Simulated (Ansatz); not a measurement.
# C2H3BO2: small, medium and large basis sets

The task here is to estimate one member of a computed series from the others.

The runs use Ansatz 0.2.0, Gaussian basis; one geometry, several basis sets.

The runs, in order: PBE0-D4/def2-SVP; ωB97M-V/def2-SVP; PBE0-D4/def2-QZVPP; ωB97M-V/def2-QZVPP; the functionals' def2-TZVPP values are taken from earlier runs.

### The geometry

All runs share one geometry, relaxed beforehand with PBE0-D4 in a triple-zeta def2 set.

8 atoms, charge 0, spin multiplicity 1.

Atoms are counted from 1 here; the program's logs count them from 0.

Bond lengths: O1–C2 1.203 Å, C2–B3 1.534 Å, C2–C4 1.455 Å, B3–C4 1.651 Å, B3–O5 1.559 Å, B3–H6 1.182 Å, C4–O5 1.478 Å, C4–H7 1.081 Å, O5–H8 0.965 Å. Angles: O1–C2–B3 148.9°, O1–C2–C4 135.9°, B3–C2–C4 67.0°, C2–B3–C4 54.2°, C2–B3–O5 94.2°, C2–B3–H6 146.3°, C4–B3–O5 54.7°, C4–B3–H6 137.6°, O5–B3–H6 118.1°, C2–C4–B3 58.8°, C2–C4–O5 101.2°, C2–C4–H7 144.0°, B3–C4–O5 59.5°, B3–C4–H7 140.2°, O5–C4–H7 114.7°, B3–O5–C4 65.8°, B3–O5–H8 114.4°, C4–O5–H8 110.1°.

The first run:

Contents of in.yaml:

```yaml
crystal:
  periodic: [false, false, false]
  atoms:
    - {symbol: O, position_ang: [1.240774, -1.645265, 1.003246]}
    - {symbol: C, position_ang: [0.523307, -0.781337, 0.571059]}
    - {symbol: B, position_ang: [0.051856, 0.678199, 0.614625]}
    - {symbol: C, position_ang: [0.209541, -0.245648, -0.744729]}
    - {symbol: O, position_ang: [-1.050629, 0.474993, -0.468472]}
    - {symbol: H, position_ang: [0.301629, 1.782725, 0.953804]}
    - {symbol: H, position_ang: [0.558819, -0.170287, -1.764458]}
    - {symbol: H, position_ang: [-1.743096, -0.150479, -0.220873]}
basis:
  gaussian: {orbitals: def2-SVP}
hamiltonian: {xc: pbe0, dispersion: d4}
output: {orbitals: {seedname: orbitals}}
```

Launch:

```sh
$ ansatz run in.yaml --threads 2 --pin off --events-out ev --progress --plain --max-ram 4352MiB
```

Steps of the session up to this table: PBE0-D4 in def2-SVP; ωB97M-V in def2-SVP; PBE0-D4 in def2-QZVPP; ωB97M-V in def2-QZVPP.

One of the session's tables, all rows but one given; the rest of the session is left out.

It belongs to the step «Functionals by basis». 

```
functional       basis  HOMO (eV)
   PBE0-D4    def2-SVP          ?
   PBE0-D4  def2-TZVPP      -6.60
   PBE0-D4  def2-QZVPP      -6.64
   ωB97M-V    def2-SVP      -8.72
   ωB97M-V  def2-TZVPP      -8.90
   ωB97M-V  def2-QZVPP      -8.94
```

**Question.** Estimate the row for PBE0-D4, def2-SVP.

The run gave: HOMO (eV): -6.44. In the column «HOMO (eV)» it is the highest.
